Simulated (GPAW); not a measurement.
Al3Pd:

```xyz
4
Lattice="3.9469 0.0000 0.0000 0.0000 3.9469 0.0000 0.0000 0.0000 3.9469" Properties=species:S:1:pos:R:3 pbc="T T T"
Pd    0.0000    0.0000    0.0000
Al    1.9735    1.9735    0.0000
Al    1.9735    0.0000    1.9735
Al    0.0000    1.9735    1.9735
```

The cell comes from a database or a generator and needn't be the stable form of this composition.

```yaml
Program: GPAW 26.7.0
Task: relaxation of cell and atoms
Functional: PBEsol
Dispersion: D3(BJ)
Potentials_or_basis: PAW data sets generated in the run's folder for this functional
Cutoff: 600 eV
Basis: pw
k_mesh: 7 × 7 × 7
Occupations: fermi-dirac, width 0.05 eV
Spin: no spin polarisation
```

At the start: pressure -5.7 GPa; volume 15.37 Å³/atom.

Where does the relaxation end?

Over 4 steps the energy falls by 13.9 meV/atom and the volume is 14.63 Å³/atom (-4.8 %); space group Pm-3m (No. 221, to 0.05 Å).

Step by step:
| step | energy change (eV) | largest force (eV/Å) | pressure (GPa) | volume (Å³) |
| --- | --- | --- | --- | --- |
| 1 | 0.0000 | 0.0000 | -5.70 | 61.49 |
| 2 | -0.0121 | 0.0000 | -5.09 | 61.13 |
| 3 | -0.0553 | 0.0000 | 0.38 | 58.35 |
| 4 | -0.0555 | 0.0000 | -0.02 | 58.53 |

Final structure:
```
Pd Al
1.0
     3.88253    0.00000    0.00000
     0.00000    3.88253    0.00000
     0.00000    0.00000    3.88253
Pd Al
1 3
Direct
  0.00000 0.00000 0.00000
  0.50000 0.50000 0.00000
  0.50000 0.00000 0.50000
  0.00000 0.50000 0.50000
```

Caveat: later steps reuse the first step's grids; pairwise dispersion overbinds metals, which lowers pressure and volume.
